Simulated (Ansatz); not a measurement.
# Ga3Se: how settings move the results

One table from this session's results is given with a row withheld; the runs are named, their logs left out.

Method: DFT PBEsol, scalar-relativistic, plane waves, PAW, in Ansatz 0.2.0.

**The structure to begin with**

Symmetry: Pm-3m, No. 221, cubic system. Conventional cell: a = 4.432 Å, b = 4.432 Å, c = 4.432 Å, α = 90.00°, β = 90.00°, γ = 90.00°. Around Ga (site symmetry 4/mmm) lie 8 Ga at 3.13 Å and 4 Se at 3.13 Å. Around Se (site symmetry m-3m) lie 12 Ga at 3.13 Å.

Coordinates:

```cif
data_structure
_symmetry_space_group_name_H-M 'Pm-3m'
_symmetry_Int_Tables_number 221
_cell_length_a 4.4325
_cell_length_b 4.4325
_cell_length_c 4.4325
_cell_angle_alpha 90.000
_cell_angle_beta 90.000
_cell_angle_gamma 90.000
_cell_volume 87.08
loop_
_atom_site_label
_atom_site_type_symbol
_atom_site_symmetry_multiplicity
_atom_site_Wyckoff_symbol
_atom_site_fract_x
_atom_site_fract_y
_atom_site_fract_z
_atom_site_occupancy
Ga1 Ga 3 c 0.00000 0.50000 0.50000 1
Se1 Se 1 a 0.00000 0.00000 0.00000 1
```

The structure comes from the Materials Project (structure only); it is used as listed.

**The base run, which the others are set against**

Contents of input.yaml:

```yaml
crystal:
  lattice:
    - [4.432465, 0.0, 0.0]
    - [0.0, 4.432465, 0.0]
    - [0.0, 0.0, 4.432465]
  atoms:
    - { symbol: Ga, position: [0.0, 0.5, 0.5] }
    - { symbol: Ga, position: [0.5, 0.0, 0.5] }
    - { symbol: Ga, position: [0.5, 0.5, 0.0] }
    - { symbol: Se, position: [0.0, 0.0, 0.0] }
basis:
  ecutwfc: 420
kpoints:
  mp_grid: { grid: [10, 10, 10] }
hamiltonian:
  xc: pbesol
scf:
  occupations: { method: gaussian, width: 0.1 }
output:
  forces: true
  stress: true
  eigenvalues: true
  populations: true
  write_density: true
  write_potential: true
  elf: true
  volumetric_format: npy
```

It was run beforehand and gave: -4163.4593 eV/atom at zero smearing, pressure -3.65 GPa, largest force 0.000 eV/Å, no gap on the mesh, in 7 SCF cycles and 11 s.

The first run:

Contents of input.yaml:

```yaml
crystal:
  lattice:
    - [4.432465, 0.0, 0.0]
    - [0.0, 4.432465, 0.0]
    - [0.0, 0.0, 4.432465]
  atoms:
    - { symbol: Ga, position: [0.0, 0.5, 0.5] }
    - { symbol: Ga, position: [0.5, 0.0, 0.5] }
    - { symbol: Ga, position: [0.5, 0.5, 0.0] }
    - { symbol: Se, position: [0.0, 0.0, 0.0] }
basis:
  ecutwfc: 420
kpoints:
  mp_grid: { grid: [1, 1, 1] }
hamiltonian:
  xc: pbesol
scf:
  occupations: { method: gaussian, width: 0.1 }
output:
  forces: true
  stress: true
  eigenvalues: true
```

On the command line:

```bash
ansatz run input.yaml --threads 1 --pin off --max-ram 2560MiB --backend cpu --events-out ev --progress --plain --runs-dir out
```

Among the steps run: K-point mesh: 1×1×1; K-point mesh: 2×2×2; K-point mesh set to 4×4×4; K-point mesh: 6×6×6; K-point mesh: 8×8×8; K-point mesh: 12×12×12; K-point mesh set to 14×14×14; K-point mesh: 16×16×16.

One of the session's tables, all rows but one given; the rest of the session is left out.

It belongs to the step «The sweep of the k-point mesh side by side». 

| mesh | ΔE (meV/atom) |
| --- | --- |
| 1×1×1 | 639 |
| 2×2×2 | 291 |
| 4×4×4 | 13.9 |
| 6×6×6 | -0.53 |
| 8×8×8 | 0.32 |
| 10×10×10 | 1.04 |
| 12×12×12 | -0.45 |
| 14×14×14 | ? |
| 16×16×16 | 0.00 |

Q: Estimate the row for 14×14×14 from the others.

As computed: ΔE (meV/atom): -0.40. In the column «ΔE (meV/atom)» it lies between 12×12×12 (-0.45) and 16×16×16 (0.00).

To keep in mind: The error changes sign along the series, since a k mesh isn't variational, and a metal needs dense meshes to resolve its Fermi surface. The final runs have no spin polarisation, so no magnetic state was tried and one may lie lower.
